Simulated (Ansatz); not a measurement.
# CoO: the cost of one run

Method: DFT PBE+U (U_eff = 3.3 eV on Co 3d), scalar-relativistic, plane waves, PAW, in Ansatz 0.2.0.

## Step 1: The system as given

Symmetry: Fm-3m, No. 225, cubic system. Conventional cell: a = 4.326 Å, b = 4.326 Å, c = 4.326 Å, α = 90.00°, β = 90.00°, γ = 90.00°. Co (site symmetry m-3m) is surrounded by 6 O at 2.16 Å. O (site symmetry m-3m) has 6 Co at 2.16 Å as nearest neighbours.

Coordinates:

```
CELL_PARAMETERS angstrom
0.00000 2.16283 2.16283
2.16283 0.00000 2.16283
2.16283 2.16283 0.00000
ATOMIC_POSITIONS crystal
Co 0.00000 0.00000 0.00000
O 0.50000 0.50000 0.50000
```

An earlier run at PBE+U (U_eff = 3.3 eV on Co 3d) left this cell at 10.117 Å³/atom and 0.00 GPa (10×10×10 mesh).

## Step 2: Coarse mesh, to find the state of the open shells

Contents of input.yaml:

```yaml
crystal:
  lattice:
    - [0.0, 2.162825702, -2.162825702]
    - [0.0, 2.162825702, 2.162825702]
    - [4.325651404, 0.0, 0.0]
  atoms:
    - { symbol: Co, position: [0.0, 0.0, 0.0], spin: 3.0 }
    - { symbol: O, position: [0.0, 1.0, 0.5] }
    - { symbol: Co, position: [0.5, 0.5, 0.5], spin: -3.0 }
    - { symbol: O, position: [0.5, 1.5, 1.0] }
basis:
  ecutwfc: 420
  ecutrho_ratio: 4
kpoints:
  mp_grid: { grid: [5, 5, 3] }
hamiltonian:
  xc: pbe
  hubbard: { sites: [{ species: Co, l: d, u_eff: 3.3 }] }
scf:
  occupations: { method: gaussian, width: 0.05 }
output:
  forces: true
  stress: true
  eigenvalues: true
  populations: true
  hubbard: { sites: [{ species: Co, l: d }] }
magnetization:
  spin_polarized: true
```

Run with:

```console
$ ansatz run input.yaml --threads 2 --pin off --max-ram 5120MiB --backend cpu --events-out ev --progress --plain --runs-dir out
```

Q: Estimate wall time and peak memory on 2 threads of Intel Xeon at 2.70GHz, shared host.

About 47 s, with a peak of 0.62 GiB.
